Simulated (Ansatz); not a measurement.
# YTe: the cost of one run

Method: DFT PBEsol, scalar-relativistic, in Ansatz 0.2.0.

**1. The structure to begin with**

Symmetry: Fm-3m, No. 225, cubic system. Conventional cell: a = 6.095 Å, b = 6.095 Å, c = 6.095 Å, α = 90.00°, β = 90.00°, γ = 90.00°. Y (site symmetry m-3m) is surrounded by 6 Te at 3.05 Å. Around Te (site symmetry m-3m) lie 6 Y at 3.05 Å.

Structure file:

```
Y Te
1.0
     0.00000    3.04750    3.04750
     3.04750    0.00000    3.04750
     3.04750    3.04750    0.00000
Y Te
1 1
Direct
  0.00000 0.00000 0.00000
  0.50000 0.50000 0.50000
```

Atoms are numbered in the order of the input: Y1, Te2.

**2. After the deformation**

Space group Fm-3m before, I4/mmm after.

**3. All-electron LAPW**

Contents of input.yaml:

```yaml
crystal:
  lattice:
    - [0.0, 3.0475, 2.98655]
    - [3.0475, 0.0, 2.98655]
    - [3.0475, 3.0475, 0.0]
  atoms:
    - { symbol: "Y", position: [0.0, 0.0, 0.0] }
    - { symbol: Te, position: [0.5, 0.5, 0.5] }
kpoints:
  mp_grid: { grid: [12, 12, 12] }
  band_path:
    path:
      - [0.0, 0.0, 0.0]
      - [0.0, 0.5, 0.5]
      - [0.25, 0.75, 0.5]
      - [0.0, 0.5, 0.0]
      - [0.0, 0.0, 0.0]
      - [0.5, 0.5, 0.0]
      - [0.3801541025, 0.6198458975, 0.0]
      - [-0.3801541025, 0.3801541025, 0.0]
      - [0.0, 0.0, 0.0]
    npoints: 5
scf:
  occupations: { method: fermi_dirac, width: 0.05 }
hamiltonian:
  xc: pbesol
  pseudopotentials: { kind: all_electron, lapw: { basis_error: 0.0005 } }
output:
  forces: true
  stress: true
  eigenvalues: true
```

Command:

```bash
ansatz run input.yaml --threads 1 --pin off --max-ram 3072MiB --backend cpu --events-out ev --progress --plain --runs-dir out
```

What time and memory should one allow on 1 thread of Intel Xeon 6975P-C (Granite Rapids), shared host?

About 25 s, with a peak of 0.73 GiB.
